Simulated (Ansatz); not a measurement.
**GaBHCl (triplet): the correlation ladder at distance Ga2–Cl3 = 2.110 Å, cc-pVDZ**

How much of the correlation energy of GaBHCl (triplet) does each wave-function method recover here?

Computed with Ansatz 0.2.0, Gaussian basis. Level: cc-pVDZ, core rule «outside noble gas», up to 20 orbitals frozen.

Plan: UHF; CCSD(T) on ROHF; CCSD(T) on UHF; BCCD(T) on ROHF; CISD; CCSDT(Q) on ROHF; CCSDT(Q) on UHF; CASSCF and MRCISD+Q, 4 electrons in 4 orbitals; CASSCF and NEVPT2, 4 electrons in 4 orbitals.

40 further runs of the same task are left out: 1 for a known fault of the program, 34 that didn't finish, 5 set aside as unsound or not needed.

## Step 1: The geometry

The geometry derives from a PBE0/def2-TZVP stationary point (not a proven minimum). One bond is set to the value named and the two fragments are kept rigid. No spin-orbit coupling is included. The filled d shell of Ga may be among the frozen orbitals whatever the setting's name suggests; the logs give the count.

4 atoms, charge 0, spin multiplicity 3.

Atoms are counted from 1 here; the program's logs count them from 0.

Bond lengths: B1–Ga2 1.909 Å, B1–H4 1.183 Å, Ga2–Cl3 2.110 Å. Angles: Ga2–B1–H4 148.6°, B1–Ga2–Cl3 161.5°.

## Step 2: UHF

Input file in.yaml:

```yaml
crystal:
  periodic: [false, false, false]
  atoms:
    - {symbol: B, position_ang: [0.000000, -0.342826, 2.296381]}
    - {symbol: Ga, position_ang: [0.000000, 0.098129, 0.439441]}
    - {symbol: Cl, position_ang: [0.000000, -0.089117, -1.661752]}
    - {symbol: H, position_ang: [0.000000, 0.023715, 3.421568]}
basis:
  gaussian: {orbitals: cc-pVDZ}
magnetization: {spin_polarized: true, initial_magnetization: 2}
hamiltonian: {xc: hf}
output: {orbitals: {seedname: orbitals}}
```

Launch:

```bash
$ ansatz run in.yaml --threads 1 --pin off --events-out ev --progress --plain --max-ram 2393MiB
```

After this run come: CCSD(T) on ROHF; CCSD(T) on UHF; BCCD(T) on ROHF; CISD; CCSDT(Q) on ROHF; CCSDT(Q) on UHF; CASSCF and MRCISD+Q, 4 electrons in 4 orbitals; CASSCF and NEVPT2, 4 electrons in 4 orbitals.

Before running them: what should the planned runs give, taken together? Wanted: UCCSDT(Q) below the RHF energy; RMP2 from UCCSDT(Q); UMP2 from UCCSDT(Q); RCCSD from UCCSDT(Q); RCCSD(T) from UCCSDT(Q); UCCSD(T) from UCCSDT(Q); RCCSDT(Q) from UCCSDT(Q); NEVPT2 pair from UCCSDT(Q); MRCISD+Q pair from UCCSDT(Q).

As calculated:

| quantity | value |
| --- | --- |
| UCCSDT(Q) below the RHF energy | -7.8726 eV |
| RMP2 from UCCSDT(Q) | +111.2 kJ/mol |
| UMP2 from UCCSDT(Q) | +113.6 kJ/mol |
| RCCSD from UCCSDT(Q) | +26.6 kJ/mol |
| RCCSD(T) from UCCSDT(Q) | +5.5 kJ/mol |
| UCCSD(T) from UCCSDT(Q) | +5.3 kJ/mol |
| RCCSDT(Q) from UCCSDT(Q) | +0.4 kJ/mol |
| NEVPT2 pair from UCCSDT(Q) | +120.6 kJ/mol |
| MRCISD+Q pair from UCCSDT(Q) | +14.3 kJ/mol |
| levels within 1 kcal/mol (43 meV) | RCCSDT, UCCSDT, RCCSDT(Q) |
| T1 diagnostic | 0.018 |

In words: RCCSD(T) lands +5.5 kJ/mol from the yardstick (0.7 % of the correlation energy). Of the multireference levels listed MRCISD+Q pair comes nearest in total energy (+14.3 kJ/mol), which doesn't show that its space is the better one. These misses are within one basis, not against nature; the frozen cores of restricted and unrestricted runs differ, which can shift their rows.
